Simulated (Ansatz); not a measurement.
# CH₆In₂O: taking an electron away

How much energy removes an electron from CH₆In₂O at fixed geometry? The cation is run at each level and the neutral's energy taken from earlier runs.

Computed with Ansatz 0.2.0, Gaussian basis. Level: unrestricted cation, the program's frozen cores in correlated methods.

Levels to be run: UKS PBE-D4/def2-TZVPP; UKS r2SCAN-D4/def2-TZVPP; UKS PBE0-D4/def2-TZVPP; UKS B3LYP-D4/def2-TZVPP; UKS wB97X-V/def2-TZVPP; UKS wB97M-V/def2-TZVPP; UKS B2PLYP/def2-TZVPP; UHF-CCSD(T)/def2-TZVPP; UHF-MP2/def2-QZVPP; extrapolation to the limit; then −ε(HOMO) from the neutral's earlier runs with LDA (SPW92), PBE-D4, revPBE-D4, BLYP-D4, r2SCAN-D4, B97M-V, PBE0-D4, B3LYP-D4, r2SCANh-D4, r2SCAN0-D4, HSE06-D4, BHLYP-D4, CAM-B3LYP-D4, LC-ωPBE, ωB97X-V, ωB97M-V.

## Step 1: The geometry

All runs share one geometry, relaxed beforehand with PBE0-D4 in a triple-zeta def2 set. In takes the def2 core potential; no spin-orbit term is included.

10 atoms, charge 0, spin multiplicity 1.

Atoms are counted from 1 here; the program's logs count them from 0.

Bond lengths: O1–In2 2.088 Å, O1–In4 2.285 Å, O1–H5 0.958 Å, In2–C3 2.103 Å, In2–H6 1.701 Å, C3–In4 2.218 Å, C3–H7 1.092 Å, C3–H8 1.092 Å, In4–H9 1.731 Å, In4–H10 1.730 Å. Angles: In2–O1–In4 95.7°, In2–O1–H5 131.7°, In4–O1–H5 132.7°, O1–In2–C3 87.2°, O1–In2–H6 110.8°, C3–In2–H6 162.0°, In2–C3–In4 97.3°, In2–C3–H7 110.3°, In2–C3–H8 110.2°, In4–C3–H7 115.2°, In4–C3–H8 115.1°, H7–C3–H8 108.3°, O1–In4–C3 79.9°, O1–In4–H9 103.8°, O1–In4–H10 103.9°, C3–In4–H9 116.2°, C3–In4–H10 116.3°, H9–In4–H10 123.6°.

## Step 2: Cation, UKS PBE-D4/def2-TZVPP

in.yaml

```yaml
crystal:
  periodic: [false, false, false]
  atoms:
    - {symbol: O, position_ang: [-1.104394, 0.946764, -0.445004]}
    - {symbol: In, position_ang: [-0.922367, 0.075648, 1.444351]}
    - {symbol: C, position_ang: [0.816401, -0.866880, 0.728877]}
    - {symbol: In, position_ang: [0.773703, -0.016662, -1.318985]}
    - {symbol: H, position_ang: [-1.754014, 1.549465, -0.808227]}
    - {symbol: H, position_ang: [-2.191932, 0.571575, 2.461991]}
    - {symbol: H, position_ang: [1.679221, -0.579599, 1.334121]}
    - {symbol: H, position_ang: [0.707081, -1.952505, 0.782528]}
    - {symbol: H, position_ang: [1.828105, 1.323852, -1.613001]}
    - {symbol: H, position_ang: [0.168196, -1.051658, -2.566670]}
basis:
  gaussian: {orbitals: def2-TZVPP}
total_charge: 1
magnetization: {spin_polarized: true, initial_magnetization: 1}
hamiltonian: {xc: pbe, dispersion: d4}
```

The run is started by

```sh
> ansatz run in.yaml --threads 2 --pin off --events-out ev --progress --plain --max-ram 22528MiB --backend cpu
```

Further steps of the session: Cation, UKS r2SCAN-D4/def2-TZVPP; Cation, UKS PBE0-D4/def2-TZVPP; Cation, UKS B3LYP-D4/def2-TZVPP; Cation, UKS wB97X-V/def2-TZVPP; Cation, UKS wB97M-V/def2-TZVPP; Cation, UKS B2PLYP (frozen core)/def2-TZVPP; Cation, UHF-CCSD(T)/def2-TZVPP; Cation, UHF-MP2/def2-QZVPP.

Q: Predict the results of all the runs planned. Wanted: ionisation energy, CCSD(T)/CBS; nearest functional by difference; nearest −ε(HOMO); −ε(HOMO) of PBE; T1 of the cation.

**Answer**, as computed:

| quantity | value |
| --- | --- |
| ionisation energy, CCSD(T)/CBS | 8.85 eV |
| nearest functional by difference | ωB97M-V (-0.14 eV) |
| nearest −ε(HOMO) | ωB97M-V (+0.06 eV) |
| −ε(HOMO) of PBE | 5.79 eV |
| T1 of the cation | 0.021 |

Energy differences with functionals land within 0.41 eV of the reference. The PBE orbital energy is 3.1 eV too small: a semilocal HOMO is no ionisation energy. Among orbital estimates ωB97M-V comes nearest. Hartree-Fock falls 1.31 eV short, as the neutral has more correlation energy than the cation. The cation may have settled in a state other than its lowest; no search over hole states beyond the program's own was made. Correlated methods include outer-core shells of In, which these sets cover unevenly. With outer-core shells in play the reference is unsure by up to some tenths of an eV, so close misses can't be ranked.
